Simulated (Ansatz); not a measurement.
What does this script print? It uses Ansatz 0.2.0 through its Python package.

`li3ag.py`
```python
'''Fermi surface readings for Li3Ag.'''

import warnings

import ansatz

K_DENSITY = 3.8
FILLING = 'fermi_dirac'
SMEARING_WIDTH = 0.05
XC = 'r2scan'

warnings.simplefilter('ignore', ansatz.DeckWarning)

crystal = (
    ansatz.Lattice.from_parameters(4.728142, 4.728142, 4.728142, alpha=127.01522, beta=127.01522, gamma=78.22586)
    .atom('Li', (0.25, 0.75, 0.5))
    .atom('Li', (0.75, 0.25, 0.5))
    .atom('Li', (0.5, 0.5, 0.0))
    .atom('Ag', (0.0, 0.0, 0.0))
)

model = crystal.calculation()
model = model.kpoints(density=K_DENSITY)
model = model.occupations(FILLING, width=SMEARING_WIDTH).functional(XC)
model = model.eigenstates(nscf_kmesh=(10, 10, 10), level_slopes=True)
surface = model.run(threads=1, pin='off').fermi_surface().to_plain()
for way, reading in surface.items():
    if reading:
        rho_lambda = [f'{v:.3e}' for v in reading['resistivity_times_mean_free_path_ohm_m2']]
        print(f'{way:24s} area {reading["spin_summed_area_per_ang2"]:8.3f} 1/A^2  rho*lambda (ohm m^2) {rho_lambda}')
```

`python li3ag.py` gives:
```text
by_tetrahedra            area   28.455 1/A^2  rho*lambda (ohm m^2) ['1.032e-15', '1.070e-15', '1.144e-15']
by_slopes                area   26.823 1/A^2  rho*lambda (ohm m^2) ['1.109e-15', '1.135e-15', '1.186e-15']
on_every_second_point    area   24.797 1/A^2  rho*lambda (ohm m^2) ['1.155e-15', '1.240e-15', '1.405e-15']
```

Reading the output:
- The structure comes from a database of computed cells and needn't be a stable or known phase.
- The three readings differ by the mesh error.
- Wall time of the script: 26 s on 1 thread of Arm Neoverse V1 (shared host), peak memory 0.57 GiB.

(Lines on the test bed's own set-up are left out of the output.)
